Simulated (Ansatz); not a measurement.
# Ta4O: the cost of one run

Program: Ansatz 0.2.0. Level of theory: DFT PBE, scalar-relativistic, plane waves, PAW. These are calculated values, not measurements.

2 further runs of the same task are left out: 2 that didn't finish.

## (1) Starting point

The structure is tetragonal, space group P4/mmm (No. 123). Conventional cell: a = 3.255 Å, b = 3.255 Å, c = 7.395 Å, α = 90.00°, β = 90.00°, γ = 90.00°. Ta (site symmetry 4/mmm) is surrounded by 4 O at 2.30 Å. Ta (site symmetry 4mm) is surrounded by 1 O at 2.09 Å. Ta (site symmetry 4/mmm) is surrounded by 8 Ta at 2.81 Å. O (site symmetry 4/mmm) is surrounded by 6 Ta at 2.09 to 2.30 Å.

Coordinates:

```cif
data_structure
_symmetry_space_group_name_H-M 'P 1'
_symmetry_Int_Tables_number 1
_cell_length_a 3.2547
_cell_length_b 3.2547
_cell_length_c 7.3954
_cell_angle_alpha 90.000
_cell_angle_beta 90.000
_cell_angle_gamma 90.000
_cell_volume 78.34
loop_
_atom_site_label
_atom_site_type_symbol
_atom_site_fract_x
_atom_site_fract_y
_atom_site_fract_z
_atom_site_occupancy
Ta1 Ta 0.00000 0.00000 0.50000 1
Ta2 Ta 0.50000 0.50000 0.78291 1
Ta3 Ta 0.50000 0.50000 0.21709 1
Ta4 Ta 0.00000 0.00000 0.00000 1
O1 O 0.50000 0.50000 0.50000 1
```

It goes back to an entry of the Materials Project, which need not be the stable form.

It is the result of an earlier relaxation at this level (volume 15.67 Å³/atom; gap on the mesh: none (metal)).

## (2) Zero of the scan

input.yaml reads:

```yaml
crystal:
  lattice:
    - [3.2547070451, 0.0, 0.0]
    - [0.0, 3.2547070451, 0.0]
    - [0.0, 0.0, 7.3953866605]
  atoms:
    - { symbol: Ta, position: [0.0, 0.0, 0.5] }
    - { symbol: Ta, position: [0.5, 0.5, 0.7829127297] }
    - { symbol: Ta, position: [0.5, 0.5, 0.2170872703] }
    - { symbol: Ta, position: [0.0, 0.0, 0.0] }
    - { symbol: O, position: [0.5, 0.5, 0.5] }
basis:
  ecutwfc: 420
kpoints:
  mp_grid: { grid: [14, 14, 8] }
hamiltonian:
  xc: pbe
scf:
  occupations: { method: gaussian, width: 0.15 }
output:
  forces: true
  stress: true
  eigenvalues: true
```

The run is started by

```bash
ansatz run input.yaml --threads 1 --pin off --max-ram 2560MiB --backend cpu --events-out ev --progress --plain --runs-dir out
```

What time and memory should one allow on 1 thread of Arm Neoverse V2, shared host?

About 21 s, with a peak of 0.57 GiB.
